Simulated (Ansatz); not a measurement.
C2H4Ge, SMILES C#[C][GeH3]: a ladder of basis sets, run with the Ansatz DFT code, driven from Python.

Script `basis.py`:
```python
"""How the energy of C2H4Ge converges with the basis."""

import ansatz as az

GEOMETRY = """
C    -0.80490   -1.87300    0.13860
C    -0.35070   -0.74000    0.04790
Ge    0.41600    0.97850   -0.08760
H    -1.22390   -2.77530    0.19160
H     0.13280    1.58800   -1.47680
H    -0.11890    1.90560    1.04180
H     2.01080    0.84810    0.09870
"""

system = az.Crystal.molecule()
for line in GEOMETRY.strip().splitlines():
    symbol, *xyz = line.split()
    system = system.atom(symbol, [float(v) for v in xyz])

setup = system.calculation().functional("b3lyp")

energies = {}
for basis in ["def2-SVP", "def2-SVPD", "def2-TZVP", "def2-TZVPP"]:
    report = setup.basis(gaussian=basis).run(threads=1, backend="cpu").report
    size = report["n_frozen"] + report["n_occupied"][0] + report["n_virtual"][0]
    energies[basis] = (report["reference_energy_ev"] / 27.211386246, report["free_energy_ev"] / 27.211386246)
    print(f"{basis:14s} {size:4d} orbitals  reference {energies[basis][0]:14.6f} Ha  total {energies[basis][1]:14.6f} Ha")

last = energies["def2-TZVPP"][1]
for basis, (_, total) in energies.items():
    print(f"{basis:14s} lies {27.211386 * (total - last):9.4f} eV above def2-TZVPP")
```

How far does the total energy move along this ladder of basis sets?

Against def2-SVP: def2-SVPD -5.4 mHa, def2-TZVP -354.6 mHa and def2-TZVPP -355.9 mHa. The last step alone is -1.28 mHa (these two sets differ little on atoms other than hydrogen). From the first set to the last the time grows from 1.9 to 4.3 s.

The output:

```console
$ python basis.py
def2-SVP         80 orbitals  reference   -2155.260973 Ha  total   -2155.260973 Ha
def2-SVPD       110 orbitals  reference   -2155.266401 Ha  total   -2155.266401 Ha
def2-TZVP       134 orbitals  reference   -2155.615615 Ha  total   -2155.615615 Ha
def2-TZVPP      166 orbitals  reference   -2155.616892 Ha  total   -2155.616892 Ha
def2-SVP       lies    9.6850 eV above def2-TZVPP
def2-SVPD      lies    9.5374 eV above def2-TZVPP
def2-TZVP      lies    0.0348 eV above def2-TZVPP
def2-TZVPP     lies    0.0000 eV above def2-TZVPP
```

Reading the output:
- The settings weren't tested for convergence.
- The geometry is a force-field or estimated start, not a minimum of this method, and the last set is no limit. Much of the fall in a total is atomic energy, which cancels in bond and reaction energies.
- b3lyp holds the VWN-RPA fit, as in Gaussian; the form of ORCA and Turbomole is b3lyp5.
- Run time: 13 s on 1 thread of Arm Neoverse V2, with other jobs on the host, peak memory 0.36 GiB.
